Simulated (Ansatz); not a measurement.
# CH₉FSi₃: one species, many methods

The task here is to estimate one member of a computed series from the others.

Program: Ansatz 0.2.0, Gaussian basis. Level of theory: functionals in def2-TZVPP, the program's frozen cores in correlated methods. These are calculated values, not measurements.

The runs, in order: PBE-D4, r2SCAN-D4, PBE0-D4, B3LYP-D4, ωB97X-V, ωB97M-V, B2PLYP; CCSD(T)/def2-TZVPP; MP2/def2-QZVPP; extrapolation to the limit.

### The geometry

An earlier PBE0-D4 in a triple-zeta def2 set relaxation fixed the geometry.

SMILES `FC[SiH]([SiH3])[SiH3]`, 14 atoms, charge 0, spin multiplicity 1.

Atoms are counted from 1 here; the program's logs count them from 0.

Bond lengths: F1–C2 1.391 Å, C2–Si3 1.908 Å, C2–H6 1.095 Å, C2–H7 1.095 Å, Si3–Si4 2.340 Å, Si3–Si5 2.340 Å, Si3–H8 1.493 Å, Si4–H9 1.488 Å, Si4–H10 1.486 Å, Si4–H11 1.489 Å, Si5–H12 1.486 Å, Si5–H13 1.488 Å, Si5–H14 1.489 Å. Angles: F1–C2–Si3 110.0°, F1–C2–H6 108.1°, F1–C2–H7 108.1°, Si3–C2–H6 111.2°, Si3–C2–H7 111.2°, H6–C2–H7 108.0°, C2–Si3–Si4 110.2°, C2–Si3–Si5 110.2°, C2–Si3–H8 106.5°, Si4–Si3–Si5 111.0°, Si4–Si3–H8 109.4°, Si5–Si3–H8 109.4°, Si3–Si4–H9 109.6°, Si3–Si4–H10 110.3°, Si3–Si4–H11 110.6°, H9–Si4–H10 108.7°, H9–Si4–H11 108.7°, H10–Si4–H11 108.9° and more.

Coordinates:

```mol
CH9FSi3
  3D, bonds by distance, orders not assigned

 14 13  0  0  0  0  0  0  0  0999 V2000
   -1.3325    0.5776    1.9373 F   0  0
   -0.0713    1.0710    1.6207 C   0  0
    0.5431    0.2958   -0.0112 Si  0  0
   -0.8999    0.8563   -1.7658 Si  0  0
    0.7266   -2.0258    0.2155 Si  0  0
   -0.1421    2.1605    1.5401 H   0  0
    0.6041    0.8366    2.4499 H   0  0
    1.8934    0.8766   -0.2746 H   0  0
   -0.3398    0.3602   -3.0518 H   0  0
   -2.2335    0.2347   -1.5551 H   0  0
   -1.0662    2.3330   -1.8553 H   0  0
   -0.6158   -2.6322    0.4142 H   0  0
    1.3333   -2.6021   -1.0148 H   0  0
    1.5877   -2.3716    1.3796 H   0  0
  1  2  8  0
  2  3  8  0
  3  4  8  0
  3  5  8  0
  2  6  8  0
  2  7  8  0
  3  8  8  0
  4  9  8  0
  4 10  8  0
  4 11  8  0
  5 12  8  0
  5 13  8  0
  5 14  8  0
M  END
```

The first run:

in.yaml

```yaml
crystal:
  periodic: [false, false, false]
  atoms:
    - {symbol: F, position_ang: [-1.332477, 0.577649, 1.937318]}
    - {symbol: C, position_ang: [-0.071284, 1.070993, 1.620733]}
    - {symbol: Si, position_ang: [0.543080, 0.295779, -0.011207]}
    - {symbol: Si, position_ang: [-0.899919, 0.856318, -1.765771]}
    - {symbol: Si, position_ang: [0.726584, -2.025840, 0.215492]}
    - {symbol: H, position_ang: [-0.142149, 2.160531, 1.540104]}
    - {symbol: H, position_ang: [0.604092, 0.836646, 2.449933]}
    - {symbol: H, position_ang: [1.893376, 0.876615, -0.274602]}
    - {symbol: H, position_ang: [-0.339819, 0.360220, -3.051828]}
    - {symbol: H, position_ang: [-2.233453, 0.234716, -1.555068]}
    - {symbol: H, position_ang: [-1.066184, 2.332955, -1.855343]}
    - {symbol: H, position_ang: [-0.615816, -2.632165, 0.414178]}
    - {symbol: H, position_ang: [1.333281, -2.602074, -1.014820]}
    - {symbol: H, position_ang: [1.587685, -2.371644, 1.379580]}
basis:
  gaussian: {orbitals: def2-TZVPP}
hamiltonian: {xc: pbe, dispersion: d4}
output: {forces: true, orbitals: {seedname: orbitals}}
```

Run with:

```bash
> ansatz run in.yaml --threads 2 --pin off --events-out ev --progress --plain --max-ram 22528MiB --backend cuda --devices 0, --max-vram 18GiB
```

Steps of the session up to this table: PBE-D4 (GGA); r2SCAN-D4 (meta-GGA); PBE0-D4 (hybrid); B3LYP-D4 (hybrid); ωB97X-V (range-separated); ωB97M-V (range-separated); B2PLYP (double hybrid); CCSD(T) in def2-TZVPP; MP2 in def2-QZVPP.

One of the session's tables, all rows but one given; the rest of the session is left out.

```
            method  atomisation energy (eV)
            PBE-D4                   45.559
         r2SCAN-D4                   45.610
           PBE0-D4                   45.235
          B3LYP-D4                   45.553
           ωB97X-V                   45.984
           ωB97M-V                   45.573
            B2PLYP                        ?
     HF/def2-TZVPP                   34.290
    MP2/def2-TZVPP                   44.322
   CCSD/def2-TZVPP                   43.994
CCSD(T)/def2-TZVPP                   44.465
           MP2/CBS                   45.473
       CCSD(T)/CBS                   45.616
```

Estimate the missing values for B2PLYP.

As computed: atomisation energy (eV): 44.865. In the column «atomisation energy (eV)» it lies between CCSD(T)/def2-TZVPP (44.465) and PBE0-D4 (45.235).

Limits of these values: Free atoms (1 F, 1 C, 3 Si, 9 H) were run apart at each level; the atomisation energy is their sum less the molecule, without zero-point or spin-orbit terms.
